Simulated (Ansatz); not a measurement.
Crystal: GeCN2.

```xyz
4
Lattice="1.7938 1.0356 4.9220 -1.7938 1.0356 4.9220 0.0000 -2.0713 4.9220" Properties=species:S:1:pos:R:3 pbc="T T T"
Ge    0.0000    0.0000    0.0000
N     0.0000    0.0000    8.6219
N     0.0000    0.0000    6.1440
C     0.0000    0.0000    7.3829
```

The cell comes from a database or a generator and needn't be the stable form of this composition.

Base run:

- Program: Ansatz 0.2.0
- Functional: LDA
- Potentials or basis: Ansatz PAW
- Cutoff: 420 eV (not typed: the program's choice for these potentials)
- k mesh: 9 × 9 × 9
- Occupations: fermi-dirac, width 0.05 eV
- Spin: no spin polarisation

Its results: band gap on the k mesh 0.97 eV, indirect (least direct gap 1.78 eV); pressure -6.7 GPa; largest force 0.332 eV/Å.

After a change of settings the same cell gave: band gap on the k mesh 1.12 eV, indirect (least direct gap 1.97 eV); pressure 0.0 GPa; largest force 0.017 eV/Å. Which change was it?
A. functional from LDA to r2SCAN; cutoff from 420 eV (not typed: the program's choice for these potentials) to 500 eV (not typed: the program's choice for these potentials)
B. functional from LDA to PBE
C. functional from LDA to PBEsol

B.

PBE binds less tightly than LDA, so the same cell stands under more pressure.

Caveats: the PAW data sets come from PBE, with cores solved anew for the run's functional, which leaves a small shift of forces and pressure (some runs); the k mesh misses the band edges, so the gap on the mesh is wider than the one along the path (some runs).
